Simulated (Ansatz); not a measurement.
# SnCl4: the relaxed shape and its frontier levels

Aim: characterise SnCl4 as a singlet: its structure, frontier levels and distribution of charge.

Program: Ansatz 0.2.0, Gaussian basis. Level of theory: RKS PBE0-D4/def2-TZVP. These are calculated values, not measurements.

Plan: relaxation at B3LYP-D4/def2-SVP; a search for the lowest solution at PBE0-D4/def2-SVP; a single point at PBE0-D4/def2-TZVP.

1 further run of the same task is left out (set aside as unsound or not needed).

### Step 1. The starting structure

5 atoms, charge 0, spin multiplicity 1.

Atoms are counted from 1 here; the program's logs count them from 0.

Bond lengths: Sn1–Cl2 2.319 Å, Sn1–Cl3 2.318 Å, Sn1–Cl4 2.315 Å, Sn1–Cl5 2.316 Å. Angles: Cl2–Sn1–Cl3 109.4°, Cl2–Sn1–Cl4 109.5°, Cl2–Sn1–Cl5 109.4°, Cl3–Sn1–Cl4 109.5°, Cl3–Sn1–Cl5 109.4°, Cl4–Sn1–Cl5 109.5°.

Sn takes a core potential in the def2 sets. No spin-orbit coupling is included.

The start is a GFN2-xTB geometry.

### Step 2. Optimising with B3LYP-D4/def2-SVP

Input file in.yaml:

```yaml
crystal:
  periodic: [false, false, false]
  atoms:
    - {symbol: Sn, position_ang: [-0.001300, 0.000830, -0.001180]}
    - {symbol: Cl, position_ang: [0.010910, -0.017910, 2.317500]}
    - {symbol: Cl, position_ang: [2.181420, 0.010180, -0.782080]}
    - {symbol: Cl, position_ang: [-1.100020, 1.894910, -0.753240]}
    - {symbol: Cl, position_ang: [-1.091010, -1.888010, -0.781000]}
basis:
  gaussian: {orbitals: def2-SVP}
hamiltonian: {xc: {name: B3LYP}, dispersion: d4}
scf: {omitted_lower_state_checks: [starts]}
output: {orbitals: {seedname: orbitals}}
relax: {f_tol: 0.02, max_steps: 100}
```

The run is started by

```console
ansatz run in.yaml --threads 2 --pin off --events-out ev --progress --plain --max-ram 4352MiB
```

After this run come: Searching for the lowest solution, PBE0-D4/def2-SVP; Single point, PBE0-D4/def2-TZVP.

**Question.** What will the summary of the whole plan be? Wanted: point group; commonest bond; HOMO, LUMO at PBE0-D4/def2-TZVP; dipole at B3LYP-D4/def2-SVP.

**Answer**, as computed:

| quantity | value |
| --- | --- |
| point group | Td |
| commonest bond | Cl–Sn, 4 of mean length 2.335 Å |
| HOMO, LUMO at PBE0-D4/def2-TZVP | -9.77, -3.71 eV |
| dipole at B3LYP-D4/def2-SVP | 0.00 D |

The molecule keeps its bonding pattern by the stored test; the atoms moved 0.02 Å (rms). No usable vibrations, so a minimum isn't proven. The HOMO lies nearest to Cl2, Cl3 about 36 % each; Cl5 23 % and the LUMO to Sn1 36 %; 4 Cl atoms about 16 % each.
